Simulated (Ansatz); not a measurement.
**CH₄FGa: vertical ionisation energy**

One table from this session's results is given with a row withheld; the runs are named, their logs left out.

Method: unrestricted cation, the program's frozen cores in correlated methods; program: Ansatz 0.2.0, Gaussian basis.

Levels to be run: UKS PBE-D4/def2-TZVPP; UKS r2SCAN-D4/def2-TZVPP; UKS PBE0-D4/def2-TZVPP; UKS B3LYP-D4/def2-TZVPP; UKS wB97X-V/def2-TZVPP; UKS wB97M-V/def2-TZVPP; UKS B2PLYP/def2-TZVPP; UHF-CCSD(T)/def2-TZVPP; UHF-CCSD(T)/def2-QZVPP; extrapolation to the limit; then −ε(HOMO) from the neutral's earlier runs with LDA (SPW92), PBE-D4, revPBE-D4, BLYP-D4, r2SCAN-D4, B97M-V, PBE0-D4, B3LYP-D4, r2SCANh-D4, r2SCAN0-D4, HSE06-D4, BHLYP-D4, CAM-B3LYP-D4, LC-ωPBE, ωB97X-V, ωB97M-V.

## The geometry

The geometry comes from an earlier relaxation with PBE0-D4 in a triple-zeta def2 set; it is a stationary point, not always the lowest conformer.

SMILES `F[CH2][GaH2]`, 7 atoms, charge 0, spin multiplicity 1.

Atoms are counted from 1 here; the program's logs count them from 0.

Bond lengths: F1–C2 1.407 Å, C2–Ga3 2.004 Å, C2–H4 1.093 Å, C2–H5 1.093 Å, Ga3–H6 1.569 Å, Ga3–H7 1.569 Å. Angles: F1–C2–Ga3 103.5°, F1–C2–H4 107.6°, F1–C2–H5 107.6°, Ga3–C2–H4 114.5°, Ga3–C2–H5 114.5°, H4–C2–H5 108.7°, C2–Ga3–H6 119.5°, C2–Ga3–H7 119.4°, H6–Ga3–H7 121.0°.

Set-up of the first run:

The input, in.yaml:

```yaml
crystal:
  periodic: [false, false, false]
  atoms:
    - {symbol: F, position_ang: [-1.008492, 0.283600, -1.439191]}
    - {symbol: C, position_ang: [-0.657242, -0.522893, -0.341493]}
    - {symbol: Ga, position_ang: [0.815843, 0.507619, 0.543070]}
    - {symbol: H, position_ang: [-0.356097, -1.498145, -0.731682]}
    - {symbol: H, position_ang: [-1.551691, -0.651430, 0.272865]}
    - {symbol: H, position_ang: [0.461303, 1.583110, 1.629516]}
    - {symbol: H, position_ang: [2.296386, 0.298140, 0.066904]}
basis:
  gaussian: {orbitals: def2-TZVPP}
total_charge: 1
magnetization: {spin_polarized: true, initial_magnetization: 1}
hamiltonian: {xc: pbe, dispersion: d4}
```

On the command line:

```sh
$ ansatz run in.yaml --threads 2 --pin off --events-out ev --progress --plain --max-ram 32768MiB --backend cpu
```

Steps of the session up to this table: Cation, UKS PBE-D4/def2-TZVPP; Cation, UKS r2SCAN-D4/def2-TZVPP; Cation, UKS PBE0-D4/def2-TZVPP; Cation, UKS B3LYP-D4/def2-TZVPP; Cation, UKS wB97X-V/def2-TZVPP; Cation, UKS wB97M-V/def2-TZVPP; Cation, UKS B2PLYP (frozen core)/def2-TZVPP; Cation, UHF-CCSD(T)/def2-TZVPP; Cation, UHF-CCSD(T)/def2-QZVPP.

One of the session's tables, all rows but one given; the rest of the session is left out.

It belongs to the step «Ionisation energies side by side». Orbital estimates, from the neutral's runs:

```
  functional  −ε(HOMO) (eV)
 LDA (SPW92)           6.59
      PBE-D4           6.44
   revPBE-D4           6.38
     BLYP-D4           6.36
   r2SCAN-D4           6.73
      B97M-V           6.83
     PBE0-D4           7.80
    B3LYP-D4           7.60
  r2SCANh-D4           7.23
  r2SCAN0-D4           7.99
    HSE06-D4           7.39
    BHLYP-D4           9.08
CAM-B3LYP-D4              ?
     LC-ωPBE          10.53
     ωB97X-V          10.17
     ωB97M-V          10.05
```

Q: Estimate the row for CAM-B3LYP-D4 from the others.

**Answer.** −ε(HOMO) (eV): 9.20. In the column «−ε(HOMO) (eV)» it lies between BHLYP-D4 (9.08) and ωB97M-V (10.05).
